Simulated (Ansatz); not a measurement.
# CH₄AlClIN: how energies converge with the basis set

One table from this session's results is given with a row withheld; the runs are named, their logs left out.

Computed with Ansatz 0.2.0, Gaussian basis. Level: one geometry, several basis sets.

Plan: PBE0-D4/def2-SVP; ωB97M-V/def2-SVP; PBE0-D4/def2-QZVPP; ωB97M-V/def2-QZVPP; the functionals' def2-TZVPP values are taken from earlier runs.

## The relaxed structure

All runs share one geometry, relaxed beforehand with PBE0-D4 in a triple-zeta def2 set. I takes the def2 core potential; no spin-orbit term is included.

SMILES `N[CH2][Al]([Cl])[I]`, 9 atoms, charge 0, spin multiplicity 1.

Atoms are counted from 1 here; the program's logs count them from 0.

Bond lengths: N1–C2 1.461 Å, N1–H6 1.012 Å, N1–H7 1.012 Å, C2–Al3 1.972 Å, C2–H8 1.096 Å, C2–H9 1.096 Å, Al3–Cl4 2.096 Å, Al3–I5 2.474 Å. Angles: C2–N1–H6 111.0°, C2–N1–H7 111.0°, H6–N1–H7 106.0°, N1–C2–Al3 117.4°, N1–C2–H8 109.1°, N1–C2–H9 109.1°, Al3–C2–H8 108.2°, Al3–C2–H9 108.2°, H8–C2–H9 104.0°, C2–Al3–Cl4 123.4°, C2–Al3–I5 118.4°, Cl4–Al3–I5 118.2°.

The first run:

Input file in.yaml:

```yaml
crystal:
  periodic: [false, false, false]
  atoms:
    - {symbol: N, position_ang: [0.585207, 0.441565, 1.399796]}
    - {symbol: C, position_ang: [-0.069908, -0.578292, 0.584633]}
    - {symbol: Al, position_ang: [-0.410792, -0.145364, -1.308486]}
    - {symbol: Cl, position_ang: [-1.336803, -1.467641, -2.644761]}
    - {symbol: I, position_ang: [0.287846, 2.072598, -2.152567]}
    - {symbol: H, position_ang: [0.047010, 1.298858, 1.410798]}
    - {symbol: H, position_ang: [1.490227, 0.685580, 1.017584]}
    - {symbol: H, position_ang: [-1.023246, -0.851907, 1.051039]}
    - {symbol: H, position_ang: [0.518959, -1.501695, 0.624864]}
basis:
  gaussian: {orbitals: def2-SVP}
hamiltonian: {xc: pbe0, dispersion: d4}
output: {orbitals: {seedname: orbitals}}
```

The run is started by

```bash
ansatz run in.yaml --threads 4 --pin off --events-out ev --progress --plain --max-ram 10444MiB
```

Among the steps run: PBE0-D4 in def2-SVP; ωB97M-V in def2-SVP; PBE0-D4 in def2-QZVPP; ωB97M-V in def2-QZVPP.

One table of the session follows, with a row left open; its other results are not shown here.

It belongs to the step «Functionals by basis». 

| functional | basis | HOMO (eV) | LUMO (eV) |
| --- | --- | --- | --- |
| PBE0-D4 | def2-SVP | -6.42 | -1.28 |
| PBE0-D4 | def2-TZVPP | -6.62 | -1.33 |
| PBE0-D4 | def2-QZVPP | -6.66 | -1.37 |
| ωB97M-V | def2-SVP | ? | ? |
| ωB97M-V | def2-TZVPP | -8.87 | 0.33 |
| ωB97M-V | def2-QZVPP | -8.91 | 0.22 |

Q: Estimate the row for ωB97M-V, def2-SVP from the others.

**Answer.** HOMO (eV): -8.66; LUMO (eV): 0.44. In the column «HOMO (eV)» it lies between ωB97M-V, def2-TZVPP (-8.87) and PBE0-D4, def2-QZVPP (-6.66).
